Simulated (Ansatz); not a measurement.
Born–Oppenheimer molecular dynamics of a periodic cell of 36 atoms, Tl (start crystal Tl, start structure hcp, volume 1.1 times the crystal's). It starts from a structure without forces on its atoms.

These are results of Ansatz 0.2.0, DFT PBE, scalar-relativistic, plane waves, PAW, not measurements. Settings: accuracy low, cutoff 420 eV, k mesh 1x1x1, fermi-dirac smearing 0.1 eV, no spin polarisation.

```json
{"ensemble": "NVT, Langevin thermostat", "time step": "3 fs", "steps asked": "250", "set temperature": "900 K", "friction": "0.02 /fs", "seed": "8821"}
```

First frame:

```xyz
36
Lattice="10.7151 0.0000 0.0000 -5.3575 9.2795 0.0000 0.0000 0.0000 11.4223" Properties=species:S:1:pos:R:3
Tl 0.000 0.000 0.000
Tl 0.000 2.062 2.856
Tl 0.000 0.000 5.711
Tl 0.000 2.062 8.567
Tl -1.786 3.093 0.000
Tl -1.786 5.155 2.856
Tl -1.786 3.093 5.711
Tl -1.786 5.155 8.567
Tl -3.572 6.186 0.000
Tl -3.572 8.248 2.856
Tl -3.572 6.186 5.711
Tl -3.572 8.248 8.567
Tl 3.572 0.000 0.000
Tl 3.572 2.062 2.856
Tl 3.572 0.000 5.711
Tl 3.572 2.062 8.567
Tl 1.786 3.093 0.000
Tl 1.786 5.155 2.856
Tl 1.786 3.093 5.711
Tl 1.786 5.155 8.567
Tl 0.000 6.186 0.000
Tl 0.000 8.248 2.856
Tl 0.000 6.186 5.711
Tl 0.000 8.248 8.567
Tl 7.143 0.000 0.000
Tl 7.143 2.062 2.856
Tl 7.143 0.000 5.711
Tl 7.143 2.062 8.567
Tl 5.357 3.093 0.000
Tl 5.357 5.155 2.856
Tl 5.357 3.093 5.711
Tl 5.357 5.155 8.567
Tl 3.572 6.186 0.000
Tl 3.572 8.248 2.856
Tl 3.572 6.186 5.711
Tl 3.572 8.248 8.567
```

Problem. What does the run give?

Solution. The run went to its last step.

```
steps done                                               : 250
time covered                                             : 750 fs
mean temperature over the second half                    : 919 K
spread of the potential energy over the second half      : 11.3 meV per atom
mean potential energy of the second half above the start : -64.7 meV per atom
```

A run of 0.75 ps of so small a system gives no equilibrium averages. Limits of this set-up: coarse k mesh, low accuracy level.

Problem. What happens to the structure?

Solution. Mean squared displacements from the first frame to the last, about the centre of mass: Tl 0.46 Å². The details hang on the random start.

Problem. How do temperature and energy run in time?

Solution. 
| time (fs) | T (K) | potential energy less start (eV) |
| --- | --- | --- |
| 0.0 | 875 | 0.000 |
| 60.0 | 970 | -0.504 |
| 120.0 | 761 | -1.145 |
| 180.0 | 1109 | -1.572 |
| 240.0 | 897 | -1.682 |
| 300.0 | 794 | -1.760 |
| 360.0 | 738 | -1.619 |
| 420.0 | 1019 | -1.949 |
| 480.0 | 1071 | -2.300 |
| 540.0 | 908 | -2.303 |
| 600.0 | 925 | -1.972 |
| 660.0 | 836 | -2.504 |
| 720.0 | 859 | -3.058 |

Time of the run: 26 min on 4 threads of Arm Neoverse V1, on a shared host, peak memory 1.3 GiB.
